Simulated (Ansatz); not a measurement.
# SnO2 (rutile): equation of state and elastic constants

The task here is to estimate one member of a computed series from the others.

Program: Ansatz 0.2.0. Level of theory: DFT r²SCAN, scalar-relativistic, plane waves, PAW. These are calculated values, not measurements.

1 further run of the same task is left out (it didn't finish).

### The starting structure

Symmetry: P4_2/mnm, No. 136, tetragonal system. The conventional cell has a = 4.760 Å, b = 4.760 Å, c = 3.201 Å, α = 90.00°, β = 90.00°, γ = 90.00°. Around Sn (site symmetry mmm) lie 6 O at 2.06 to 2.07 Å. Around O (site symmetry m2m) lie 3 Sn at 2.06 to 2.07 Å.

Structure file:

```
Sn O
1.0
     4.76024    0.00000    0.00000
     0.00000    4.76024    0.00000
     0.00000    0.00000    3.20078
Sn O
2 4
Direct
  0.00000 0.00000 0.00000
  0.50000 0.50000 0.50000
  0.30591 0.30591 0.00000
  0.80591 0.19409 0.50000
  0.19409 0.80591 0.50000
  0.69409 0.69409 0.00000
```

This cell comes from an earlier session at r²SCAN: 12.088 Å³/atom at -0.02 GPa, on a 6×6×10 mesh.

Volume factors to run: 0.980, 1.020, 0.960, 1.040, 1.070.

The first run:

Contents of input.yaml:

```yaml
crystal:
  lattice:
    - [4.7282914146, 0.0, 0.0]
    - [0.0, 4.7282914146, 0.0]
    - [0.0, 0.0, 3.1793013492]
  atoms:
    - { symbol: Sn, position: [0.0, 0.0, 0.0] }
    - { symbol: Sn, position: [0.5, 0.5, 0.5] }
    - { symbol: O, position: [0.3059140393, 0.3059140393, 0.0] }
    - { symbol: O, position: [0.8059140393, 0.1940859607, 0.5] }
    - { symbol: O, position: [0.1940859607, 0.8059140393, 0.5] }
    - { symbol: O, position: [0.6940859607, 0.6940859607, 0.0] }
basis:
  ecutwfc: 500
  ecutrho_ratio: 4
kpoints:
  mp_grid: { grid: [6, 6, 10] }
hamiltonian:
  xc: r2scan
scf:
  occupations: { method: gaussian, width: 0.05 }
output:
  forces: true
  stress: true
  eigenvalues: true
relax:
  f_tol: 0.01
  max_steps: 40
  cell: { stress_tol: 0.1, fix: [volume] }
```

Run with:

```
ansatz run input.yaml --threads 4 --pin off --max-ram 7168MiB --backend cpu --events-out ev --progress --plain --runs-dir out
```

Steps of the session up to this table: At 0.980 of the relaxed volume; Scaling the volume by 1.020; At 0.960 of the relaxed volume; Volume × 1.040; Scaling the volume by 1.070.

One of the session's tables, all rows but one given; the rest of the session is left out.

It belongs to the step «The fit». 

```
volume (Å³/atom)  energy (meV/atom)  pressure (GPa)  gap (eV)
          11.605              13.25            9.17      2.23
          11.846                  ?               ?         ?
          12.088               0.00           -0.02      1.77
          12.330               2.98           -3.84      1.56
          12.572              11.36           -7.19      1.36
          12.934              32.59          -11.41      1.11
```

**Question.** Estimate the row for volume (Å³/atom) = 11.846.

Worked estimate for «energy (meV/atom)». A straight line through the neighbours (11.605, 13.25) and (12.088, 0.00) gives 13.25 + (0.00 − 13.25) × (11.846 − 11.605) / (12.088 − 11.605) = 6.64; a parabola fitted to 3 rows on both sides gives 3.44.

The run gave: energy (meV/atom): 3.15; pressure (GPa): 4.30; gap (eV): 1.99. In «energy (meV/atom)» the line misses by +3.49 and the parabola by +0.29.
